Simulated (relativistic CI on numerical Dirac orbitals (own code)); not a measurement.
# Ti: the cost of one run

Program: relativistic CI on numerical Dirac orbitals (own code) version 3. Level of theory: charge-transfer multiplet model of a cubic metal-ligand cluster with up to 2 ligand holes, Slater and spin-orbit integrals from Dirac-Coulomb-Breit ions, Slater integrals scaled by 0.9. These are calculated values, not measurements, unless marked.

## Step 1: What is computed

| Quantity | Value |
| --- | --- |
| ion | Ti⁴⁺ (Ti V) |
| nuclear charge | 22 |
| electrons | 18 |
| d electrons | 0 |
| ligand holes at most | 2 |
| parameters | in eV; Veg, Vt2g hoppings, tenDq and tenDqL metal and ligand splittings (negative tenDq: tetrahedral), red the scaling of hopping with a core hole |
| temperature | 300 K |
| widths | Lorentz 1.1 eV, Gauss 0.6 eV |

## Step 2: Upd = 5.9 eV

The run's settings:

```ini
cluster ion=Ti4+ d0 ligand_holes=2 slater_scale=0.9
Delta=3.3 Udd=4.8 Upd=5.9 tenDq=1.15 tenDqL=0.6 Veg=2.6 Vt2g=-1.15 red=1
spectrum xps 1s T=300 lorentz=1.1 gauss=0.6
```

The run is started by

```sh
> python run_levels.py task.json out
```

One command runs all members of the session, one after another, from task.json.

Q: Estimate wall time and peak memory on 1 thread of Neoverse-N1, shared host.

About 2.3 s, with a peak of 0.18 GiB.
